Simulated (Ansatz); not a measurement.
# ErO: from a guess to a relaxed structure

The task: take a trial cell of ErO to zero force and stress.

Method: DFT PBE, scalar-relativistic, plane waves, PAW; 4f electrons in the core of a trivalent norm-conserving potential, in Ansatz 0.2.0.

### Step 1. The system as given

Symmetry: F-43m, No. 216, cubic system. The conventional cell has a = 5.428 Å, b = 5.428 Å, c = 5.428 Å, α = 90.00°, β = 90.00°, γ = 90.00°. Er (site symmetry -43m) is surrounded by 4 O at 2.35 Å. O (site symmetry -43m) has 4 Er at 2.35 Å in its first shell of neighbours.

Structure file:

```
Er O
1.0
     0.00000    2.71382    2.71382
     2.71382    0.00000    2.71382
     2.71382    2.71382    0.00000
Er O
1 1
Direct
  0.75000 0.75000 0.75000
  0.00000 0.00000 0.00000
```

Recipe of the guess: random cell by space group and Wyckoff sites (F-43m, No. 216). Its size is a rough estimate.

### Step 2. The guess as it stands, on a coarse mesh

Input file input.yaml:

```yaml
crystal:
  lattice:
    - [0.0, 2.71381766, 2.71381766]
    - [2.71381766, 0.0, 2.71381766]
    - [2.71381766, 2.71381766, 0.0]
  atoms:
    - { symbol: Er, position: [0.75, 0.75, 0.75] }
    - { symbol: O, position: [0.0, 0.0, 0.0] }
basis:
  ecutwfc: 770
kpoints:
  mp_grid: { grid: [6, 6, 6] }
hamiltonian:
  xc: pbe
  pseudopotentials:
    kind: paw
    azcp: { Er: "pseudopotentials/pbe/nc/lanthanide_3plus/Er.nc.azcp" }
scf:
  occupations: { method: gaussian, width: 0.1 }
  lower_state_search: "off"
output:
  forces: true
  stress: true
  eigenvalues: true
```

Run with:

```bash
$ ansatz run input.yaml --threads 1 --pin off --max-ram 2560MiB --backend cpu --events-out ev --progress --plain --runs-dir out
```

The session goes on with these runs: coarse relaxation; relaxation on the finer mesh.

What does the calculation give? Wanted: conventional cell; volume; energy over the elements; gap on the mesh.

As calculated:

| quantity | value |
| --- | --- |
| symmetry at the end (tolerance 0.05 Å) | space group F-43m (No. 216) |
| conventional cell | a = 5.200 Å, b = 5.200 Å, c = 5.200 Å, α = 90.00°, β = 90.00°, γ = 90.00° |
| volume | 17.57 Å³/atom |
| energy over the elements (uncorrected; H, N, O, F and Cl as molecules) | -2.70 eV/atom |
| gap on the mesh | none (metal) |

What this shows: The space group F-43m (No. 216) is kept, and the volume per atom shrinks by 12.1 % from the first guess. A negative formation energy is needed for stability but isn't enough; other structures and compounds were not set against it here. No finished test with a distortion of lower symmetry is shown, so the end may be a saddle point. The runs treat Er without spin-orbit coupling. Spin polarisation is off in the runs that give these values; a magnetic solution could lie lower. The lanthanide's 4f electrons sit in the core of its potential, so it is trivalent by construction and shows no f bands or moments.

No U or exact exchange acts on the 4f shell of Er, so a metallic reading can be the functional's.
